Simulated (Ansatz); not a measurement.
Turn this script for the Ansatz DFT code, driven from Python into the input file that the command-line program reads.

`analyse_li2si.py`
```python
"""One SCF of Li2Si and its post-processing."""

from collections import Counter
from collections import defaultdict
from pathlib import Path
import json

import ansatz as az
from ase.data import atomic_numbers
import numpy as np
import pandas as pd
from pymatgen.core import Structure
import spglib

lattice = az.Lattice.of(
    (2.170969, 1.25341, 6.132429),
    (-2.170969, 1.25341, 6.132429),
    (0.0, -2.50682, 6.132429),
)
sites = [
    ("Li", (0.359001, 0.359001, 0.359001)),
    ("Li", (0.640999, 0.640999, 0.640999)),
    ("Li", (0.794952, 0.794952, 0.794952)),
    ("Li", (0.205048, 0.205048, 0.205048)),
    ("Si", (0.061467, 0.061467, 0.061467)),
    ("Si", (0.938533, 0.938533, 0.938533)),
]
li2si = az.Crystal(lattice=lattice)
for symbol, position in sites:
    li2si = li2si.atom(symbol, position)

calc = li2si.calculation()
calc = calc.functional("pbesol").basis(18 * az.Ha)
calc = calc.kpoints(6, 6, 6)
calc = calc.occupations(az.OccupationsMethod.FERMI_DIRAC, width=0.1)
calc = calc.band_table()
calc = calc.potential_components()
calc = calc.bader_charges().density_of_states(energy_step=0.05, method="smearing", broadening_width=0.2, projected=True)
res = calc.run(events_out="events.ndjson")
rep = res.report
with open("events.ndjson") as stream:
    kinds = Counter(json.loads(line)["event"] for line in stream)
print("events:", {kind: kinds[kind] for kind in ("scf_iter", "scf_done", "notice", "finished")})

print(f"free energy      {rep['free_energy_ev']:.5f} eV")
print(f"per atom         {rep['free_energy_ev'] / len(res.lattice.sites):.5f} eV")
print(f"SCF iterations   {rep['n_iterations']}  (converged: {rep['converged']})")

table = np.array(rep["eigenvalues_ev"]) - rep["fermi_energy_ev"]
filling = np.array(rep["occupations"])
weights = np.tile(rep["kweights"], len(table) // len(rep["kweights"]))
print("band   lowest  highest (eV from E_F)  electrons")
for band in range(table.shape[1]):
    if table[:, band].max() > -10:
        print(f"{band + 1:4d} {table[:, band].min():8.3f} {table[:, band].max():8.3f} {weights @ filling[:, band]:18.4f}")
print("electrons counted from the table:", round(float(weights @ filling.sum(axis=1)), 5))

spg_cell = (res.lattice.cell_ang, [s.position_frac for s in res.lattice.sites], [atomic_numbers[s.symbol] for s in res.lattice.sites])
# space group as spglib finds it
found = spglib.get_symmetry_dataset(spg_cell, symprec=1e-3)
print(found.international, found.number, "point group", found.pointgroup)
for site, letter, group in zip(res.lattice.sites, found.wyckoffs, found.site_symmetry_symbols):
    print(f"  {site.symbol:2s} Wyckoff {letter}  site symmetry {group}")

folder = Path(res.write_results("parts"))
text = (folder / "v_comp_z.tsv").read_text().splitlines()
rows = np.array([line.split() for line in text if not line.startswith("#")], dtype=float)
print(text[0])
print(np.array2string(rows[:: max(len(rows) // 12, 1)], precision=3, suppress_small=True))

final = Structure(res.lattice.cell_ang, [s.symbol for s in res.lattice.sites], [s.position_frac for s in res.lattice.sites])
distances = np.array([n.nn_distance for shell in final.get_all_neighbors(5.0) for n in shell])
values, counts = np.unique(distances.round(2), return_counts=True)
print("distance (A)  neighbours per atom")
for value, count in list(zip(values, counts))[:14]:
    print(f"{value:10.2f} {count / len(final):10.2f}")

basins = res.bader_charges()
frame = pd.DataFrame([(a.symbol, a.partial_charge_e, a.basin.volume_ang3) for a in basins.atoms], columns=["atom", "charge (e)", "volume (A^3)"])
print(frame.round(3).to_string())
print("sum of charges", round(frame["charge (e)"].sum(), 4), " sum of volumes", round(frame["volume (A^3)"].sum(), 3))

dos = res.density_of_states()
energy = np.asarray(dos.energies_ev) - dos.fermi_ev
projected = res.projected_density_of_states()
by_shell = defaultdict(float)
for site in projected.sites:
    for shell in site.shells:
        for part in shell.curves:
            by_shell[f"{site.species} {'spdf'[shell.l]}"] += np.sum(part.g_bin_mean_per_ev, axis=0)
print("E - E_F  " + " ".join(f"{name:>7s}" for name in by_shell))
for e in np.arange(-6, 6 + 0.1, 1.0):
    print(f"{e:7.1f}  " + " ".join(f"{np.interp(e, energy, curve):7.3f}" for curve in by_shell.values()))
```

```console
$ python analyse_li2si.py
events: {'scf_iter': 6, 'scf_done': 1, 'notice': 2, 'finished': 1}
free energy      -2056.32149 eV
per atom         -342.72025 eV
SCF iterations   6  (converged: True)
band   lowest  highest (eV from E_F)  electrons
   5   -9.304   -8.671             2.0000
   6   -6.551   -5.250             2.0000
   7   -3.770   -1.541             2.0000
   8   -3.167   -0.657             2.0000
   9   -2.202   -0.657             2.0000
  10   -1.422    1.734             1.6038
  11   -0.506    2.147             0.3963
  12    1.487    3.284             0.0000
  13    2.217    3.774             0.0000
  14    2.669    5.221             0.0000
  15    2.786    5.930             0.0000
  16    4.003    6.306             0.0000
electrons counted from the table: 20.0
R-3m 166 point group -3m
  Li Wyckoff c  site symmetry 3m
  Li Wyckoff c  site symmetry 3m
  Li Wyckoff c  site symmetry 3m
  Li Wyckoff c  site symmetry 3m
  Si Wyckoff c  site symmetry 3m
  Si Wyckoff c  site symmetry 3m
# z_ang	v_loc[eV]	v_h[eV]	v_xc[eV]
[[ 0.    -4.454  1.205 -9.528]
 [ 0.414 -4.16   1.298 -9.456]
 [ 0.828 -3.166  1.514 -9.23 ]
 [ 1.242 -1.715  1.509 -8.818]
 [ 1.656  0.262  0.907 -8.368]
 [ 2.07   2.404 -0.15  -7.882]
 [ 2.484  4.56  -1.425 -7.37 ]
 [ 2.898  6.482 -2.657 -7.034]
 [ 3.313  7.258 -3.197 -6.813]
 [ 3.727  6.482 -2.657 -7.034]
 [ 4.141  4.56  -1.425 -7.37 ]
 [ 4.555  2.404 -0.15  -7.882]
 [ 4.969  0.262  0.907 -8.368]
 [ 5.383 -1.715  1.509 -8.818]
 [ 5.797 -3.166  1.514 -9.23 ]
 [ 6.211 -4.16   1.298 -9.456]]
distance (A)  neighbours per atom
      2.26       0.33
      2.59       2.00
      2.64       0.67
      2.68       1.00
      2.79       2.00
      2.83       0.67
      2.88       1.00
      2.98       2.00
      3.14       2.00
      4.14       2.00
      4.30       2.00
      4.34       6.00
      4.61       1.00
      4.90       2.67
  atom  charge (e)  volume (A^3)
0   Li       0.824         3.862
1   Li       0.824         3.862
2   Li       0.836         4.304
3   Li       0.836         4.304
4   Si      -1.660        41.895
5   Si      -1.660        41.895
sum of charges -0.0  sum of volumes 100.122
E - E_F     Li s    Si s    Si p
   -6.0    0.278   0.617   0.200
   -5.0    0.007   0.146   0.044
   -4.0    0.020   0.000   0.045
   -3.0    0.303   0.038   1.005
   -2.0    0.340   0.162   3.119
   -1.0    0.159   0.041   1.705
    0.0    0.021   0.003   0.477
    1.0    0.044   0.034   1.109
    2.0    0.466   0.185   0.617
    3.0    0.647   0.161   0.281
    4.0    0.986   0.194   0.522
    5.0    0.415   0.062   0.143
    6.0    0.118   0.010   0.050
```

`input.yaml`:
```yaml
crystal:
  lattice:
    - [2.170969, 1.25341, 6.132429]
    - [-2.170969, 1.25341, 6.132429]
    - [0.0, -2.50682, 6.132429]
  atoms:
    - { symbol: Li, position: [0.359001, 0.359001, 0.359001] }
    - { symbol: Li, position: [0.640999, 0.640999, 0.640999] }
    - { symbol: Li, position: [0.794952, 0.794952, 0.794952] }
    - { symbol: Li, position: [0.205048, 0.205048, 0.205048] }
    - { symbol: Si, position: [0.061467, 0.061467, 0.061467] }
    - { symbol: Si, position: [0.938533, 0.938533, 0.938533] }
basis:
  ecutwfc: 489.804952427784
kpoints:
  mp_grid:
    grid: [6, 6, 6]
hamiltonian:
  xc: pbesol
scf:
  occupations:
    method: fermi_dirac
    width: 0.1
output:
  write_potential_components: true
  bader: true
  dos:
    de: 0.05
    method:
      smearing:
        sigma: 0.2
    projected: true
  eigenvalues: true
```

Notes:
- Total energies depend on the potentials; only differences at equal settings carry meaning.
- The mesh is modest for a metal, so energies can be off by several to tens of meV an atom and pressures by half a GPa or more; differences at equal mesh fare better.
- Projections exist only for the shells that the potentials hold, some of them semicore, and samples at single energies can miss narrow peaks.
- Bader volumes count only the part of each basin above a small density, so their sum can fall short of the cell.
- The structure comes from a database of computed cells and needn't be a stable or known phase.
- Gaps and levels are Kohn-Sham values on a finite set of k-points.
- The computed bands are complete only to about 4.0 eV above the Fermi level; beyond that the density of states is undercounted.
- Hardware and time: 48 s on 1 thread of Arm Neoverse V2 (shared host), peak memory 0.47 GiB.

(Lines on the test bed's own set-up are left out of the output.)
